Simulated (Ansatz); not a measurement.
# Pd: the cost of one run

Computed with Ansatz 0.2.0 (DFT PBEsol, scalar-relativistic, plane waves, PAW, unless a step's input says otherwise).

1 further run of the same task is left out (set aside as unsound or not needed).

## (1) The system as given

Symmetry: P6_3/mmc, No. 194, hexagonal system. The conventional cell has a = 2.867 Å, b = 2.867 Å, c = 9.365 Å, α = 90.00°, β = 90.00°, γ = 120.00°. Ag (site symmetry -3m) is surrounded by 12 Ag at 2.87 Å. Ag (site symmetry -6m2) is surrounded by 12 Ag at 2.87 Å.

Structure file:

```
Ag
1.0
     2.86746    0.00000    0.00000
    -1.43373    2.48330    0.00000
     0.00000    0.00000    9.36508
Ag
4
Direct
  0.00000 0.00000 0.00000
  0.00000 0.00000 0.50000
  0.33333 0.66667 0.25000
  0.66667 0.33333 0.75000
```

It goes back to an entry of the Materials Project, which need not be the stable form.

It is the result of an earlier relaxation at this level (volume 16.67 Å³/atom; gap on the mesh: none (metal)).

## (2) Swap Ag → Pd

Pd starts from the relaxed positions of Ag, with all lengths scaled by 0.972, a guess from tabulated radii.

## (3) Probe: one point at the start (Pd)

Contents of input.yaml:

```yaml
crystal:
  lattice:
    - [2.7862087092, 0.0, 0.0]
    - [-1.3931043546, 2.4129275224, 0.0]
    - [0.0, 0.0, 9.0997079698]
  atoms:
    - { symbol: Pd, position: [0.0, 0.0, 0.0] }
    - { symbol: Pd, position: [0.0, 0.0, 0.5] }
    - { symbol: Pd, position: [0.3333333333, 0.6666666667, 0.25] }
    - { symbol: Pd, position: [0.6666666667, 0.3333333333, 0.75] }
basis:
  ecutwfc: 420
kpoints:
  mp_grid: { grid: [6, 6, 2] }
hamiltonian:
  xc: pbesol
scf:
  occupations: { method: gaussian, width: 0.1 }
output:
  forces: true
  stress: true
  eigenvalues: true
```

Run with:

```console
$ ansatz run input.yaml --threads 1 --pin off --max-ram 2560MiB --backend cpu --events-out ev --progress --plain --runs-dir out
```

**Question.** How long does this run take on 1 thread of Arm Neoverse V2, shared host, and how much memory does it need?

About 1.5 s, with a peak of 0.3 GiB.
